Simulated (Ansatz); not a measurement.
# CH₉BSSi₂: a ladder of functionals and wavefunction methods

An exercise on one series of results from a longer session: the logs are not shown, and one member is left open.

Program: Ansatz 0.2.0, Gaussian basis. Level of theory: functionals in def2-TZVPP, the program's frozen cores in correlated methods. These are calculated values, not measurements.

Levels to be run: PBE-D4, r2SCAN-D4, PBE0-D4, B3LYP-D4, ωB97X-V, ωB97M-V, B2PLYP; CCSD(T)/def2-TZVPP; MP2/def2-QZVPP; extrapolation to the limit.

**Structure used throughout**

The geometry comes from an earlier relaxation with PBE0-D4 in a triple-zeta def2 set; it is a stationary point, not always the lowest conformer.

14 atoms, charge 0, spin multiplicity 1.

Atoms are counted from 1 here; the program's logs count them from 0.

Bond lengths: B1–C2 1.552 Å, B1–H6 1.197 Å, B1–H7 1.197 Å, C2–Si3 1.875 Å, C2–H8 1.094 Å, C2–H9 1.091 Å, Si3–S4 2.155 Å, Si3–H10 1.486 Å, Si3–H11 1.483 Å, S4–Si5 2.140 Å, Si5–H12 1.482 Å, Si5–H13 1.485 Å, Si5–H14 1.484 Å. Angles: C2–B1–H6 121.0°, C2–B1–H7 120.4°, H6–B1–H7 118.6°, B1–C2–Si3 100.7°, B1–C2–H8 114.2°, B1–C2–H9 115.2°, Si3–C2–H8 105.9°, Si3–C2–H9 109.4°, H8–C2–H9 110.5°, C2–Si3–S4 108.6°, C2–Si3–H10 112.5°, C2–Si3–H11 111.1°, S4–Si3–H10 110.0°, S4–Si3–H11 104.2°, H10–Si3–H11 110.1°, Si3–S4–Si5 97.8°, S4–Si5–H12 108.1°, S4–Si5–H13 109.7° and more.

Set-up of the first run:

in.yaml reads:

```yaml
crystal:
  periodic: [false, false, false]
  atoms:
    - {symbol: B, position_ang: [-1.340331, -0.520246, 1.054949]}
    - {symbol: C, position_ang: [0.111029, -0.442725, 1.600497]}
    - {symbol: Si, position_ang: [1.080796, -0.986296, 0.090038]}
    - {symbol: S, position_ang: [-0.166293, -0.741168, -1.650621]}
    - {symbol: Si, position_ang: [-0.096376, 1.395415, -1.759432]}
    - {symbol: H, position_ang: [-1.923393, 0.466569, 0.708906]}
    - {symbol: H, position_ang: [-1.911575, -1.570967, 1.001318]}
    - {symbol: H, position_ang: [0.335598, -1.175375, 2.380706]}
    - {symbol: H, position_ang: [0.440338, 0.552231, 1.903734]}
    - {symbol: H, position_ang: [2.345869, -0.224540, -0.078435]}
    - {symbol: H, position_ang: [1.363914, -2.441116, 0.132272]}
    - {symbol: H, position_ang: [-1.432504, 1.879443, -2.180027]}
    - {symbol: H, position_ang: [0.254186, 1.954320, -0.428656]}
    - {symbol: H, position_ang: [0.925542, 1.825253, -2.746250]}
basis:
  gaussian: {orbitals: def2-TZVPP}
hamiltonian: {xc: pbe, dispersion: d4}
output: {forces: true, orbitals: {seedname: orbitals}}
```

Started as:

```
$ ansatz run in.yaml --threads 4 --pin off --events-out ev --progress --plain --max-ram 10444MiB
```

Steps of the session up to this table: PBE-D4 (GGA); r2SCAN-D4 (meta-GGA); PBE0-D4 (hybrid); B3LYP-D4 (hybrid); ωB97X-V (range-separated); ωB97M-V (range-separated); B2PLYP (double hybrid); CCSD(T) in def2-TZVPP; MP2 in def2-QZVPP.

One of the session's tables, all rows but one given; the rest of the session is left out.

| method | atomisation energy (kJ/mol) |
| --- | --- |
| PBE-D4 | 4655.5 |
| r2SCAN-D4 | 4672.0 |
| PBE0-D4 | 4640.7 |
| B3LYP-D4 | 4651.5 |
| ωB97X-V | 4684.9 |
| ωB97M-V | 4676.0 |
| B2PLYP | 4585.2 |
| HF/def2-TZVPP | 3571.0 |
| MP2/def2-TZVPP | ? |
| CCSD/def2-TZVPP | 4483.9 |
| CCSD(T)/def2-TZVPP | 4534.9 |
| MP2/CBS | 4666.4 |
| CCSD(T)/CBS | 4648.6 |

Estimate the missing values for MP2/def2-TZVPP.

The run gave: atomisation energy (kJ/mol): 4552.7. In the column «atomisation energy (kJ/mol)» it lies between CCSD(T)/def2-TZVPP (4534.9) and B2PLYP (4585.2).

Limits of these values: Free atoms (1 B, 1 C, 2 Si, 1 S, 9 H) were run apart at each level; the atomisation energy is their sum less the molecule, without zero-point or spin-orbit terms.
